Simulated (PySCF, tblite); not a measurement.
# C18H12B2N2: electronic excitations, NMR shifts

Wanted: electronic excitations, NMR shifts for C18H12B2N2 (`B1C=c2ccc3cccc4c3c2B2N1C=CC1=CC=CC=4N21`).

Programs: tblite 0.8.0 and PySCF 2.14.0, with routines of our own; each step states its level. All values are computed. Atoms count from 0.

## (1) The system as given

34 atoms, charge 0, multiplicity 1; geometry from: force field, distance geometry or constructed start.

## (2) Relaxing the molecule with GFN2-xTB

What the job is given:

```
{"job": {"kind": "relax", "xc": "GFN2-xTB", "basis": "xTB"}, "charge": 0, "multiplicity": 1}
B      1.704100    -3.143500     0.415100
C      0.141900    -3.469800     0.440200
C     -0.800900    -2.511000     0.329400
C     -2.163300    -2.857300     0.356400
C     -3.155800    -1.887300     0.245500
C     -2.822200    -0.531300     0.081600
C     -3.833600     0.423400    -0.036900
C     -3.516300     1.767700    -0.188700
C     -2.189100     2.185100    -0.232900
C     -1.119700     1.268900    -0.116900
C     -1.460500    -0.128900     0.042300
C     -0.480600    -1.139800     0.168800
B      0.984300    -0.699100     0.130300
N      2.120400    -1.685500     0.244700
C      3.470900    -1.200300     0.198100
C      3.750400     0.107100     0.051100
C      2.674700     1.138700    -0.081300
C      2.980600     2.426200    -0.233900
C      1.916100     3.446600    -0.355500
C      0.620200     3.119900    -0.324000
C      0.198400     1.698400    -0.159700
N      1.286700     0.751800    -0.044300
H      2.509600    -3.993500     0.528400
H     -0.140300    -4.516200     0.566500
H     -2.461900    -3.894000     0.483700
H     -4.199500    -2.195200     0.275100
H     -4.875500     0.128700    -0.005300
H     -4.317600     2.492600    -0.279100
H     -2.046400     3.246400    -0.358600
H      4.292400    -1.909600     0.288600
H      4.793800     0.416500     0.012600
H      4.013900     2.751600    -0.265000
H      2.200300     4.482700    -0.480500
H     -0.083600     3.927700    -0.421900
```

Started as:

```
$ OMP_NUM_THREADS=1 python large_run.py task.json out
```

The driver reads the jobs from task.json and runs them one after another.

What it wrote:

```text
step      E/eV     max force
  0   -1443.29806    3.730
  1   -1443.95953    1.741
  2   -1444.13455    1.030
  3   -1444.29899    1.023
  4   -1444.43807    0.933
  5   -1444.50081    0.547
  6   -1444.54064    0.379
  7   -1444.56517    0.370
  8   -1444.58028    0.203
  9   -1444.58736    0.192
 10   -1444.59314    0.163
 11   -1444.59876    0.172
 12   -1444.60294    0.127
 13   -1444.60497    0.076
 14   -1444.60596    0.079
 15   -1444.60673    0.075
 16   -1444.60743    0.057
 17   -1444.60788    0.038
 18   -1444.60811    0.027
 19   -1444.60825    0.031
 20   -1444.60835    0.026
 21   -1444.60843    0.015
```

Run time: 0.52 s. Hardware: 1 thread of Arm Neoverse V1, shared host; peak memory 0.18 GiB.

Step by step:

```
step  energy from step 0 (eV)  largest force (eV/Å)
   0                   0.0000                3.7294
   1                  -0.6615                1.7412
   2                  -0.8365                1.0301
   3                  -1.0009                1.0230
   4                  -1.1400                0.9328
   5                  -1.2027                0.5474
   6                  -1.2426                0.3791
   7                  -1.2671                0.3707
   8                  -1.2822                0.2030
   9                  -1.2893                0.1918
  10                  -1.2951                0.1628
  11                  -1.3007                0.1725
  12                  -1.3049                0.1268
  13                  -1.3069                0.0760
  14                  -1.3079                0.0785
  15                  -1.3087                0.0750
  16                  -1.3094                0.0570
  17                  -1.3098                0.0373
  18                  -1.3100                0.0262
  19                  -1.3102                0.0310
  20                  -1.3103                0.0260
  21                  -1.3104                0.0144
```

Distances of close pairs at the start and the end, largest changes first:

```
   bond  before (Å)  after (Å)  change (Å)
  B0–C1       1.596      1.500      -0.096
C17–C18       1.480      1.385      -0.095
C19–C20       1.492      1.400      -0.092
N13–C14       1.436      1.352      -0.084
 B0–N13       1.526      1.447      -0.079
C15–C16       1.496      1.425      -0.072
B12–N13       1.509      1.441      -0.068
C16–N21       1.441      1.376      -0.066
```

The end geometry stands in the next job.

## (3) Electronic excitations: TDA CAM-B3LYP/def2-SVP

What the job is given:

```
{"job": {"kind": "uv", "basis": "def2-SVP", "grid": 1, "kgrid": 0, "vcut": 1.5, "nstates": 6, "ntriplets": 2, "tda": true, "delta": ["ip_vertical"], "pop": true, "xc": "CAM-B3LYP"}, "charge": 0, "multiplicity": 1}
B      1.702150    -3.050804     0.406650
C      0.248435    -3.418763     0.440034
C     -0.774137    -2.483718     0.324408
C     -2.159679    -2.841853     0.359374
C     -3.128682    -1.907137     0.244615
C     -2.822079    -0.521166     0.082973
C     -3.814896     0.440073    -0.035843
C     -3.474055     1.774102    -0.191199
C     -2.153121     2.166344    -0.229784
C     -1.101077     1.243531    -0.114903
C     -1.452466    -0.131998     0.044713
C     -0.450969    -1.105104     0.164737
B      0.985209    -0.675546     0.122573
N      2.038050    -1.652462     0.244076
C      3.313248    -1.205833     0.198871
C      3.612691     0.107152     0.045510
C      2.609952     1.111547    -0.078826
C      2.955712     2.446589    -0.234593
C      1.958454     3.400364    -0.351763
C      0.639246     3.002796    -0.311401
C      0.277326     1.659353    -0.155815
N      1.290380     0.724151    -0.040344
H      2.585440    -3.820193     0.503965
H     -0.069530    -4.449108     0.558368
H     -2.413721    -3.886506     0.481050
H     -4.173556    -2.187438     0.272680
H     -4.853311     0.142732    -0.006717
H     -4.250761     2.518836    -0.283441
H     -1.952939     3.218105    -0.352700
H      4.099096    -1.945163     0.290793
H      4.640352     0.429678     0.013277
H      3.998026     2.719112    -0.261639
H      2.208754     4.442902    -0.473231
H     -0.125611     3.753179    -0.402698
```

Method: TDA CAM-B3LYP/def2-SVP, vertical, gas phase, core orbitals frozen in the response, virtual orbitals cut by energy.

What it wrote:

```text
start: PBE on a coarse grid of 29429 points
cycle   1  E = -850.4210576992  dE =  3.855e+00  |g| = 8.535e-01  |ddm| = 8.904e+00
cycle   2  E = -848.9061406525  dE =  1.515e+00  |g| = 2.161e+00  |ddm| = 4.043e+00
cycle   3  E = -850.4231005649  dE = -1.517e+00  |g| = 7.888e-01  |ddm| = 3.665e+00
cycle   4  E = -850.6347285256  dE = -2.116e-01  |g| = 2.333e-01  |ddm| = 1.434e+00
cycle   5  E = -850.6385953919  dE = -3.867e-03  |g| = 2.148e-01  |ddm| = 5.657e-01
cycle   6  E = -850.6522594066  dE = -1.366e-02  |g| = 6.233e-02  |ddm| = 3.365e-01
cycle   7  E = -850.6533639751  dE = -1.105e-03  |g| = 1.752e-02  |ddm| = 9.808e-02
cycle   8  E = -850.6534440734  dE = -8.010e-05  |g| = 8.882e-03  |ddm| = 3.774e-02
final grid: 129886 points
cycle   9  E = -851.3991116289  dE = -1.455e-02  |g| = 5.965e-02  |ddm| = 7.988e-01
cycle  10  E = -851.3993578779  dE = -2.462e-04  |g| = 6.008e-02  |ddm| = 1.748e-01
cycle  11  E = -851.4003948729  dE = -1.037e-03  |g| = 1.749e-02  |ddm| = 9.687e-02
cycle  12  E = -851.4005114112  dE = -1.165e-04  |g| = 7.177e-03  |ddm| = 3.302e-02
cycle  13  E = -851.4005359829  dE = -2.457e-05  |g| = 2.130e-03  |ddm| = 1.357e-02
cycle  14  E = -851.4005355742  dE =  4.087e-07  |g| = 1.268e-03  |ddm| = 6.788e-03
cycle  15  E = -851.4005384865  dE = -2.912e-06  |g| = 4.907e-04  |ddm| = 4.631e-03
cycle  16  E = -851.4005386315  dE = -1.451e-07  |g| = 1.438e-04  |ddm| = 1.225e-03
cycle  17  E = -851.4005396320  dE = -1.000e-06  |g| = 6.361e-05  |ddm| = 4.678e-04
converged SCF energy = -851.4005396320
Vertical ionisation energy (delta-SCF) = 6.1495 eV   <S^2> = 0.814

Static polarisability (au): isotropic 260.385, principal 89.486 338.946 352.723

Singlet excitations
state   eV       nm        f      main configurations
  1   2.7110    457.3   0.20070   H->L 0.72, H-1->L+1 0.10
  2   2.8659    432.6   0.03709   H->L+1 0.87
  3   3.6367    340.9   0.21491   H-1->L 0.67, H->L+3 0.09
  4   4.0346    307.3   0.06837   H->L+2 0.58, H-1->L+1 0.29
  5   4.1812    296.5   0.35540   H-1->L+1 0.43, H->L+2 0.28, H-1->L 0.10
  6   4.6078    269.1   0.02471   H->L+4 0.77

Triplet excitations (Tamm-Dancoff, eV): 1.7447 2.2941
```

Run time: 3 min. Hardware: 1 thread of Arm Neoverse V1, shared host; peak memory 0.73 GiB.

Frontier orbitals and where they lie:

```
orbital     eV                         atoms
 HOMO−4  -9.08     C9 10 %, C4 10 %, C6 10 %
 HOMO−3  -8.77    C7 20 %, C1 11 %, C10 10 %
 HOMO−2  -8.47   C3 17 %, C10 10 %, C15 10 %
 HOMO−1  -6.91    C6 10 %, C15 10 %, C4 10 %
   HOMO  -5.85    C1 25 %, B0 15 %, C11 14 %
   LUMO  -1.23   C20 16 %, C18 11 %, C6 10 %
 LUMO+1  -0.78  C14 18 %, C16 17 %, C19 17 %
 LUMO+2   0.68   C10 15 %, C4 13 %, B12 13 %
 LUMO+3   1.03     C7 18 %, B0 11 %, C10 9 %
```

With each of the 6 states as a Gaussian band of 0.4 eV half-width at 1/e, the curve within the window shown has maxima at 453 nm (ε 9,500), 303 nm (ε 19,000) L/(mol cm). Beyond the last state computed it falls off for lack of states. The curve at chosen wavelengths:

```tsv
nm	ε (L/mol/cm)
253	1125
266	4496
280	11668
293	17596
306	18861
320	16581
333	13809
347	10865
360	8233
373	6210
387	5293
400	5661
413	6793
427	8203
440	9160
453	9501
467	9145
480	8285
493	7124
507	5765
520	4556
534	3417
547	2547
560	1858
574	1298
587	916
```

Ground-state properties from the same run:

```
           property  computed
  dipole moment (D)      5.54
polarisability (Å³)     38.59
 HOMO–LUMO gap (eV)      4.62
      −ε(HOMO) (eV)      5.85
```

## (4) NMR shifts: GIAO KT3/pcSseg-1

Settings changed since step 3:

```diff
@@ -1,2 +1,2 @@
-{"job": {"kind": "uv", "basis": "def2-SVP", "grid": 1, "kgrid": 0, "vcut": 1.5, "nstates": 6, "ntriplets": 2, "tda": true, "delta": ["ip_vertical"], "pop": true, "xc": "CAM-B3LYP"}, "charge": 0, "multiplicity": 1}
+{"job": {"kind": "nmr", "xc": "KT3", "basis": "pcSseg-1", "pop": false}, "charge": 0, "multiplicity": 1}
 B      1.702150    -3.050804     0.406650
```

With the program's defaults for keys left out, this is: GIAO KT3/pcSseg-1 NMR shielding, non-relativistic, gas phase.

What it wrote:

```text
start: PBE on a coarse grid of 29429 points
cycle   1  E = -850.9151379787  dE =  4.040e+00  |g| = 9.024e-01  |ddm| = 7.055e+00
cycle   2  E = -849.3857513797  dE =  1.529e+00  |g| = 2.204e+00  |ddm| = 3.866e+00
cycle   3  E = -850.8990893375  dE = -1.513e+00  |g| = 8.524e-01  |ddm| = 3.508e+00
cycle   4  E = -851.1441903134  dE = -2.451e-01  |g| = 2.281e-01  |ddm| = 1.369e+00
cycle   5  E = -851.1448973174  dE = -7.070e-04  |g| = 2.268e-01  |ddm| = 5.012e-01
cycle   6  E = -851.1596767015  dE = -1.478e-02  |g| = 6.579e-02  |ddm| = 3.136e-01
cycle   7  E = -851.1608948951  dE = -1.218e-03  |g| = 1.863e-02  |ddm| = 9.256e-02
cycle   8  E = -851.1609846691  dE = -8.977e-05  |g| = 8.640e-03  |ddm| = 3.553e-02
final grid: 275690 points
cycle   9  E = -866.5212619996  dE = -4.945e-02  |g| = 6.664e-02  |ddm| = 1.432e+00
cycle  10  E = -866.5171469337  dE =  4.115e-03  |g| = 1.412e-01  |ddm| = 2.026e-01
cycle  11  E = -866.5220386357  dE = -4.892e-03  |g| = 2.873e-02  |ddm| = 1.709e-01
cycle  12  E = -866.5222943018  dE = -2.557e-04  |g| = 9.616e-03  |ddm| = 5.197e-02
cycle  13  E = -866.5223051830  dE = -1.088e-05  |g| = 7.562e-03  |ddm| = 2.174e-02
cycle  14  E = -866.5223251618  dE = -1.998e-05  |g| = 1.919e-03  |ddm| = 1.236e-02
cycle  15  E = -866.5223274364  dE = -2.275e-06  |g| = 5.537e-04  |ddm| = 3.035e-03
cycle  16  E = -866.5223270575  dE =  3.790e-07  |g| = 2.762e-04  |ddm| = 9.099e-04
cycle  17  E = -866.5223279734  dE = -9.159e-07  |g| = 6.948e-05  |ddm| = 4.067e-04
converged SCF energy = -866.5223279734

GIAO shielding tensors (ppm)
atom      isotropic    diamagn.    paramagn.     s11        s22        s33       span
  0 B       75.412     198.542    -123.130     36.312     76.136    113.788     77.476
  1 C       65.270     251.021    -185.751    -31.312     62.983    164.139    195.451
  2 C       44.910     251.910    -207.000    -37.989     -5.777    178.495    216.484
  3 C       58.786     248.130    -189.344    -26.786     58.615    144.530    171.316
  4 C       60.077     249.673    -189.596    -27.927     60.712    147.447    175.375
  5 C       62.676     251.311    -188.635    -12.849     16.025    184.852    197.702
  6 C       62.614     246.205    -183.591    -24.175     52.811    159.207    183.382
  7 C       69.862     253.198    -183.336    -25.335     62.910    172.012    197.347
  8 C       68.954     246.560    -177.607    -22.033     58.478    170.417    192.450
  9 C       70.811     252.336    -181.525      5.947     35.525    170.961    165.015
 10 C       58.830     247.165    -188.335    -20.841      8.248    189.084    209.925
 11 C       75.877     264.586    -188.709      5.954     19.831    201.845    195.891
 12 B       86.069     204.512    -118.443     51.536     80.091    126.580     75.044
 13 N       74.137     333.990    -259.853    -37.387     -7.396    267.195    304.582
 14 C       43.486     244.213    -200.726    -39.479     44.252    125.685    165.163
 15 C       81.438     247.488    -166.049      2.140     99.437    142.737    140.596
 16 C       50.287     242.191    -191.904    -29.179     24.839    155.202    184.381
 17 C       74.262     250.813    -176.551     -9.766     72.062    160.490    170.255
 18 C       62.243     249.420    -187.176    -36.319     48.430    174.620    210.938
 19 C       74.423     251.423    -176.999    -15.968     65.722    173.517    189.485
 20 C       52.555     246.154    -193.599    -19.682     30.307    147.040    166.721
 21 N       75.183     342.967    -267.784    -32.120      3.742    253.927    286.047
 22 H       25.494      29.696      -4.202     20.660     26.939     28.884      8.224
 23 H       23.896      31.443      -7.547     19.017     23.829     28.842      9.826
 24 H       23.682      31.864      -8.182     18.193     24.862     27.991      9.798
 25 H       23.742      31.842      -8.100     18.143     25.149     27.934      9.791
 26 H       23.637      32.556      -8.919     18.073     25.030     27.809      9.736
 27 H       23.860      28.827      -4.967     18.163     26.169     27.247      9.085
 28 H       22.692      36.624     -13.932     14.202     24.537     29.338     15.136
 29 H       23.085      27.530      -4.445     17.044     24.832     27.379     10.335
 30 H       24.800      30.839      -6.039     18.989     26.635     28.778      9.789
 31 H       24.165      31.255      -7.089     18.572     25.591     28.333      9.761
 32 H       23.698      28.612      -4.914     18.730     25.572     26.792      8.062
 33 H       22.566      36.458     -13.891     13.839     24.373     29.488     15.649
```

Run time: 50 s. Hardware: 1 thread of Arm Neoverse V1, shared host; peak memory 0.68 GiB.

The references, computed at this level on geometries of the same kind, shield at (ppm): $^{1}$H TMS 31.76, $^{13}$C TMS 184.7, $^{15}$N NH3 264.4, $^{11}$B BF3·OEt2 100.0. Their shielding less the atom's gives the shift. The references are single molecules in the gas phase, so shifts against H2O, NH3, PH3, H3PO4 or CFCl3 are not on the usual liquid scales and can be off by tens of ppm.

```
atoms                                                  environment  σ (ppm)  δ (ppm)
  C14                               alkene carbon bearing nitrogen     43.5    141.2
   C2                                  substituted aromatic carbon     44.9    139.8
  C16                               alkene carbon bearing nitrogen     50.3    134.4
  C20                carbon bonded to 2 C, N, in a 6-membered ring     52.6    132.2
   C3                                                  aromatic CH     58.8    125.9
  C10                                  ring-fusion aromatic carbon     58.8    125.9
   C4                                                  aromatic CH     60.1    124.6
  C18                                                    alkene CH     62.2    122.5
   C6                                                  aromatic CH     62.6    122.1
   C5                                  ring-fusion aromatic carbon     62.7    122.0
   C1               carbon bonded to C, B, H, in a 6-membered ring     65.3    119.5
   C8                                                  aromatic CH     69.0    115.8
   C7                                                  aromatic CH     69.9    114.9
   C9                                  substituted aromatic carbon     70.8    113.9
  C17                β carbon of an enol-ether or enamine type C=C     74.3    110.5
  C19                                                    alkene CH     74.4    110.3
  C11                                  substituted aromatic carbon     75.9    108.8
  C15                β carbon of an enol-ether or enamine type C=C     81.4    103.3
  H33                                     hydrogen on an alkene CH    22.57     9.19
  H28                                   hydrogen on an aromatic CH    22.69     9.07
  H29                hydrogen on an alkene carbon bearing nitrogen    23.09     8.67
  H26                                   hydrogen on an aromatic CH    23.64     8.12
  H24                                   hydrogen on an aromatic CH    23.68     8.08
  H32                                     hydrogen on an alkene CH    23.70     8.06
  H25                                   hydrogen on an aromatic CH    23.74     8.02
  H27                                   hydrogen on an aromatic CH    23.86     7.90
  H23    hydrogen on a carbon bonded to C, B, in a 6-membered ring    23.90     7.86
  H31  hydrogen on a β carbon of an enol-ether or enamine type C=C    24.17     7.59
  H30  hydrogen on a β carbon of an enol-ether or enamine type C=C    24.80     6.96
  H22     hydrogen on a boron bonded to C, N, in a 6-membered ring    25.49     6.27
   B0                boron bonded to C, N, H, in a 6-membered ring     75.4     24.6
  B12                 boron bonded to C, 2 N, in a 6-membered ring     86.1     13.9
  N13                                             enamine nitrogen     74.1    190.3
  N21                                             enamine nitrogen     75.2    189.2
```

Ring of atoms B0, C1, C2, C11, B12, N13: NICS(0) -10.0, NICS(1) -12.1, NICS(1)zz -30.8 ppm (means of both faces).

Ring of atoms C2, C3, C4, C5, C10, C11: NICS(0) -1.9, NICS(1) -6.1, NICS(1)zz -11.9 ppm (means of both faces).

Ring of atoms C5, C6, C7, C8, C9, C10: NICS(0) -9.5, NICS(1) -11.8, NICS(1)zz -29.0 ppm (means of both faces).

## (5) Summary of results

```
                                       quantity                                                                                                          value
            lowest singlet (CAM-B3LYP/def2-SVP)                                                                                    2.71 eV (457 nm), f = 0.201
       brightest single state of those computed                                                                                    state 5, 4.18 eV, f = 0.355
                                 lowest triplet                                                                                                        1.74 eV
     $^{13}$C shifts against TMS (KT3/pcSseg-1)  141.2, 139.8, 134.4, 132.2, 125.9, 125.9, 124.6, 122.5, 122.1, 122.0, 119.5, 115.8, 114.9, 113.9 ppm and more
      $^{1}$H shifts against TMS (KT3/pcSseg-1)                                     9.19, 9.07, 8.67, 8.12, 8.08, 8.06, 8.02, 7.90, 7.86, 7.59, 6.96, 6.27 ppm
$^{11}$B shifts against BF3·OEt2 (KT3/pcSseg-1)                                                                                                 24.6, 13.9 ppm
     $^{15}$N shifts against NH3 (KT3/pcSseg-1)                                                                                               190.3, 189.2 ppm
```

What this shows: The lowest singlet, at 2.71 eV, is HOMO→LUMO 0.72, HOMO−1→LUMO+1 0.10 and is bright; of the 6 states computed, the strongest absorption comes from state 5 at 4.18 eV. State 1 absorbs in the visible (457 nm). The lowest triplet lies 0.97 eV below the lowest singlet. At KT3/pcSseg-1: Shielding is most anisotropic at N13 (span 305 ppm, paramagnetic term -260 ppm). NICS(1)zz of -31 ppm above the planar ring from B0 marks a diatropic (aromatic) ring current. NICS(1)zz of -29 ppm above the planar ring from C5 marks a diatropic (aromatic) ring current.
